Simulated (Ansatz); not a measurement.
Geometry optimisation, DFT PBE, scalar-relativistic, plane waves, PAW in Ansatz.

input.yaml

```yaml
accuracy: low
crystal:
  lattice:
    - [6.32, 0.0, 0.0]
    - [0.0, 6.32, 0.0]
    - [0.0, 0.0, 6.32]
  atoms:
    - { symbol: W, position: [0.0, 0.0, 0.0] }
    - { symbol: W, position: [0.5, 0.0, 0.0] }
    - { symbol: W, position: [0.0, 0.5, 0.0] }
    - { symbol: W, position: [0.0, 0.0, 0.5] }
    - { symbol: W, position: [0.25, 0.25, 0.25] }
    - { symbol: W, position: [0.5, 0.5, 0.0] }
    - { symbol: W, position: [0.5, 0.0, 0.5] }
    - { symbol: W, position: [0.75, 0.25, 0.25] }
    - { symbol: W, position: [0.0, 0.5, 0.5] }
    - { symbol: W, position: [0.25, 0.75, 0.25] }
    - { symbol: W, position: [0.25, 0.25, 0.75] }
    - { symbol: W, position: [0.5, 0.5, 0.5] }
    - { symbol: W, position: [0.75, 0.75, 0.25] }
    - { symbol: W, position: [0.75, 0.25, 0.75] }
    - { symbol: W, position: [0.25, 0.75, 0.75] }
    - { symbol: W, position: [0.75, 0.75, 0.75] }
    - { symbol: O, position: [0.6320429, -0.0014056, 0.7401367] }
basis:
  ecutwfc: 420.0
kpoints:
  mp_grid: { grid: [3, 3, 3] }
hamiltonian:
  xc: pbe
  pseudopotentials: { kind: paw, azcp: { folder: soft_1 } }
scf:
  occupations: { method: fermi_dirac, width: 0.05 }
  lower_state_search: "off"
relax:
  f_tol: 0.08
  max_steps: 25
  adjacent_minimum: "off"
```

Run as:

```bash
$ ansatz run input.yaml --threads 4 --pin off --max-ram 10240MiB --backend cpu --events-out ev --progress --plain --runs-dir out
```

Task: Where does it end, and by what steps?

Result: The run converged. Limits of this set-up: coarse k mesh, a small cell, in which the defect meets its images, low accuracy level. After 4 steps the energy has fallen by 3.077 eV; W7 moved furthest, 0.17 Å. The start is strongly strained (largest force component 10 eV/Å).

| step | energy less start (eV) | largest force component (eV/Å) | accepted |
| --- | --- | --- | --- |
| 0 | 0.0000 | 10.113 | yes |
| 1 | -2.1790 | 2.752 | yes |
| 2 | -3.0123 | 0.680 | yes |
| 3 | -3.0755 | 0.102 | yes |
| 4 | -3.0766 | 0.013 | yes |

```xyz
17
Lattice="6.3200 0.0000 0.0000 0.0000 6.3200 0.0000 0.0000 0.0000 6.3200" Properties=species:S:1:pos:R:3
W 0.035 -0.001 0.003
W 3.089 -0.001 0.142
W 0.040 3.159 0.017
W 0.035 0.000 3.149
W 1.545 1.600 1.576
W 3.162 3.159 0.008
W 3.089 -0.001 3.011
W 4.744 1.591 1.576
W 0.040 3.159 3.136
W 1.545 4.719 1.576
W 1.551 1.586 4.736
W 3.162 3.159 3.145
W 4.744 4.728 1.576
W 4.816 1.725 4.736
W 1.551 4.733 4.736
W 4.816 4.594 4.736
O 3.953 0.000 4.736
```

Time of the run: 63 s on 4 threads of Arm Neoverse V1, with other jobs on the host, peak memory 1.1 GiB.
